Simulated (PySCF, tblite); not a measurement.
# C₆H₇F₃: geometry, infrared bands and NMR shifts

What infrared bands and NMR shifts should C₆H₇F₃ (`FC[C@@H](F)C1=CC[C@H]1F`) show?

Computed with tblite 0.8.0 and PySCF 2.14.0, with density-fitted response routines of our own, on a single molecule in the gas phase. Atoms are numbered from 0 throughout.

### 1 The starting structure

16 atoms, charge 0, multiplicity 1; geometry from: force field or distance geometry start.

Bonds of the start (Å): F0–C1 1.37, C1–C2 1.52, C2–F3 1.35, C2–C4 1.57, C4–C5 1.34, C5–C6 1.51, C6–C7 1.54, C7–F8 1.35, C7–C4 1.52, C1–H9 1.09, C1–H10 1.10, C2–H11 1.10, C5–H12 1.09, C6–H13 1.09, C6–H14 1.09, C7–H15 1.10.

### 2 Relaxing the molecule with GFN2-xTB

Job settings and geometry (Å):

```
{"job": {"kind": "relax", "xc": "GFN2-xTB", "basis": "xTB"}, "charge": 0, "multiplicity": 1}
F      3.103700     0.749300    -1.346000
C      2.043000     0.746200    -0.481700
C      1.187800    -0.479000    -0.738400
F      1.845900    -1.586000    -0.343800
C     -0.188100    -0.384200     0.008600
C     -0.714000    -0.951900     1.103200
C     -2.011100    -0.192000     0.996600
C     -1.441700     0.411300    -0.304200
F     -1.347700     1.754500    -0.338300
H      1.492900     1.675300    -0.608000
H      2.458800     0.717000     0.538900
H      1.001400    -0.585300    -1.815400
H     -0.332300    -1.661700     1.843700
H     -2.198400     0.540300     1.786400
H     -2.917600    -0.792600     0.869600
H     -1.990100     0.047700    -1.182700
```

Command:

```
$ OMP_NUM_THREADS=1 python probes_run.py task.json out
```

One launch serves the whole session: the jobs run in the order shown.

**Question.** This job is followed by: GFN2-xTB harmonic vibrations, gas phase; GIAO PBE0/pcSseg-1 NMR shielding, non-relativistic, gas phase. Predict these results of the whole session: strongest single infrared mode (GFN2-xTB); zero-point energy (GFN2-xTB); ¹³C shifts against TMS (PBE0/pcSseg-1); ¹H shifts against TMS (PBE0/pcSseg-1); ¹⁹F shifts against CFCl3 (PBE0/pcSseg-1); surface potential, 1st and 99th percentile.

**Answer**, as computed:

| quantity | value |
| --- | --- |
| strongest single infrared mode (GFN2-xTB) | 1062 cm⁻¹, 73 km/mol |
| zero-point energy (GFN2-xTB) | 73.3 kcal/mol |
| ¹³C shifts against TMS (PBE0/pcSseg-1) | 153.5, 144.0, 97.3, 89.7, 89.4, 39.7 ppm |
| ¹H shifts against TMS (PBE0/pcSseg-1) | 6.69, 5.60, 5.50, 5.00, 4.89, 2.86, 2.73 ppm |
| ¹⁹F shifts against CFCl3 (PBE0/pcSseg-1) | -208.9, -219.3, -244.8 ppm |
| surface potential, 1st and 99th percentile | -1.02 V and 1.15 V |

**Reading.** Over 81 steps the energy fell by 0.165 eV; of the close pairs, C2–C4 changed most, 1.568 to 1.488 Å. All 42 modes are real, so the xTB geometry is a minimum. The strongest single mode, at 1062 cm⁻¹, is carried by C2, C1, H11. GFN2-xTB is a fitted tight-binding method: band positions and strengths are rough. Its intensities can rank the bands wrongly. H12 (hydrogen on an alkene CH) lies farthest downfield among hydrogen, at 6.69 ppm; attached to an sp2 carbon and in the plane of the double bond. At PBE0/pcSseg-1: The largest span, 233 ppm, is at C5, where the paramagnetic term is -207 ppm. By nearest atom (PBE0/pcSseg-1), the HOMO sits on C4, C5 about 32 % each and the LUMO on C4, C5 about 32 % each; H12 10 %.
